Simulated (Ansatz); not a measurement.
**C4N4Sn: taking an electron away**

One table from this session's results is given with a row withheld; the runs are named, their logs left out.

Method: unrestricted cation, the program's frozen cores in correlated methods; program: Ansatz 0.2.0, Gaussian basis.

Plan: UKS PBE-D4/def2-TZVPP; UKS r2SCAN-D4/def2-TZVPP; UKS PBE0-D4/def2-TZVPP; UKS B3LYP-D4/def2-TZVPP; UKS wB97X-V/def2-TZVPP; UKS wB97M-V/def2-TZVPP; UKS B2PLYP/def2-TZVPP; UHF-CCSD(T)/def2-TZVPP; UHF-MP2/def2-QZVPP; extrapolation to the limit; then −ε(HOMO) from the neutral's earlier runs with LDA (SPW92), PBE-D4, revPBE-D4, BLYP-D4, r2SCAN-D4, B97M-V, PBE0-D4, B3LYP-D4, r2SCANh-D4, r2SCAN0-D4, HSE06-D4, BHLYP-D4, CAM-B3LYP-D4, LC-ωPBE, ωB97X-V, ωB97M-V.

2 further runs of the same task are left out: 2 for a known fault of the program.

**Structure used throughout**

An earlier PBE0-D4 in a triple-zeta def2 set relaxation fixed the geometry. Sn takes the def2 core potential; no spin-orbit term is included.

SMILES `N#[C][Sn]([C]#N)([C]#N)[C]#N`, 9 atoms, charge 0, spin multiplicity 1.

Atoms are counted from 1 here; the program's logs count them from 0.

Bond lengths: N1–C2 1.151 Å, C2–Sn3 2.073 Å, Sn3–C4 2.073 Å, Sn3–C6 2.073 Å, Sn3–C8 2.073 Å, C4–N5 1.151 Å, C6–N7 1.151 Å, C8–N9 1.151 Å. Angles: N1–C2–Sn3 179.9°, C2–Sn3–C4 109.5°, C2–Sn3–C6 109.5°, C2–Sn3–C8 109.5°, C4–Sn3–C6 109.5°, C4–Sn3–C8 109.5°, C6–Sn3–C8 109.5°, Sn3–C4–N5 179.9°, Sn3–C6–N7 179.9°, Sn3–C8–N9 180.0°.

As a file:

```xyz
9
charge 0, multiplicity 1
N     2.40151   -2.15097    0.25693
C     1.54729   -1.38546    0.16419
Sn    0.00999   -0.00521   -0.00220
C    -1.04241   -0.35030   -1.75419
N    -1.62909   -0.54201   -2.72545
C     0.80233    1.90974   -0.03751
N     1.24331    2.97249   -0.05679
C    -1.26744   -0.19475    1.61901
N    -1.97708   -0.29983    2.51881
```

The first run:

Input file in.yaml:

```yaml
crystal:
  periodic: [false, false, false]
  atoms:
    - {symbol: N, position_ang: [2.401511, -2.150966, 0.256927]}
    - {symbol: C, position_ang: [1.547294, -1.385465, 0.164193]}
    - {symbol: Sn, position_ang: [0.009985, -0.005211, -0.002202]}
    - {symbol: C, position_ang: [-1.042413, -0.350304, -1.754194]}
    - {symbol: N, position_ang: [-1.629087, -0.542014, -2.725450]}
    - {symbol: C, position_ang: [0.802332, 1.909741, -0.037510]}
    - {symbol: N, position_ang: [1.243308, 2.972494, -0.056790]}
    - {symbol: C, position_ang: [-1.267445, -0.194746, 1.619011]}
    - {symbol: N, position_ang: [-1.977085, -0.299829, 2.518814]}
basis:
  gaussian: {orbitals: def2-TZVPP}
total_charge: 1
magnetization: {spin_polarized: true, initial_magnetization: 1}
hamiltonian: {xc: pbe, dispersion: d4}
```

The run is started by

```sh
ansatz run in.yaml --threads 2 --pin off --events-out ev --progress --plain --max-ram 32768MiB --backend cuda --devices 0, --max-vram 18GiB
```

Among the steps run: Cation, UKS PBE-D4/def2-TZVPP; Cation, UKS r2SCAN-D4/def2-TZVPP; Cation, UKS PBE0-D4/def2-TZVPP; Cation, UKS B3LYP-D4/def2-TZVPP; Cation, UKS wB97X-V/def2-TZVPP; Cation, UKS wB97M-V/def2-TZVPP; Cation, UKS B2PLYP (frozen core)/def2-TZVPP; Cation, UHF-CCSD(T)/def2-TZVPP; Cation, UHF-MP2/def2-QZVPP.

One table of the session follows, with a row left open; its other results are not shown here.

For comparison, −ε(HOMO) of the neutral from earlier runs:

| functional | −ε(HOMO) (eV) |
| --- | --- |
| LDA (SPW92) | 9.76 |
| PBE-D4 | 9.58 |
| revPBE-D4 | 9.51 |
| BLYP-D4 | 9.48 |
| r2SCAN-D4 | 10.00 |
| B97M-V | 10.04 |
| PBE0-D4 | 11.21 |
| B3LYP-D4 | 10.94 |
| r2SCANh-D4 | 10.60 |
| r2SCAN0-D4 | 11.47 |
| HSE06-D4 | 10.80 |
| BHLYP-D4 | 12.50 |
| CAM-B3LYP-D4 | 12.70 |
| LC-ωPBE | 14.15 |
| ωB97X-V | ? |
| ωB97M-V | 13.60 |

Estimate the missing values for ωB97X-V.

As computed: −ε(HOMO) (eV): 13.71. In the column «−ε(HOMO) (eV)» it lies between ωB97M-V (13.60) and LC-ωPBE (14.15).

Limits of these values: In point group Td the highest level is often degenerate; the cation then breaks the symmetry, and the runs may pick different components.
